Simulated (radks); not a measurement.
# Ta³⁺ in [Kr] 4d10 4f14 5s1.75 5p6 5d2 6d0.25: an all-electron calculation

Wanted: eigenvalues, radial structure and energy terms of the tantalum ion Ta3+.

Method: scalar-relativistic Kohn-Sham, PBE, spin-polarised, spherical densities, finite nucleus; open shells are filled with parallel spins first. Code: radks (a radial shooting solver on a logarithmic mesh, Libxc functionals) version 1.

## 1. Starting point

```
element            : tantalum (Z = 73)
charge             : +3
electrons          : 70
configuration      : [Kr] 4d10 4f14 5s1.75 5p6 5d2 6d0.25
nuclear rms radius : 5.3507 fm
```

## 2. The run

Input:

```text
Z 73
configuration [Kr] 4d10 4f14 5s1.75 5p6 5d2 6d0.25
relativity scalar-relativistic
functional pbe,pbe
spin polarised
nucleus finite rms 5.3507 fm
c 137.035999084
```

Run with:

```
python run_ks.py task.json out
```

This one command runs every case of the session in turn.

**Question.** What will this run give?

As calculated:

```
                        quantity                   value
                    total energy     -15599.7700 hartree
exchange-correlation share of it                  2.01 %
                            −T/E                  1.0984
          highest occupied level       6d up, -13.056 eV
    most extended occupied level  6d up, <r> = 4.55 bohr
 radius at density 0.001 e/bohr³               3.52 bohr
    maxima of the radial density                       4
```

**Reading.** 6 principal shells are occupied and 4 maxima appear in the radial density; where shells overlap, one shows as a shoulder or not at all. Relativity lifts −T/E to 1.098. This is not the tabulated ground configuration, so its levels and sizes aren't those of the ground state, and no measured value stands beside it.
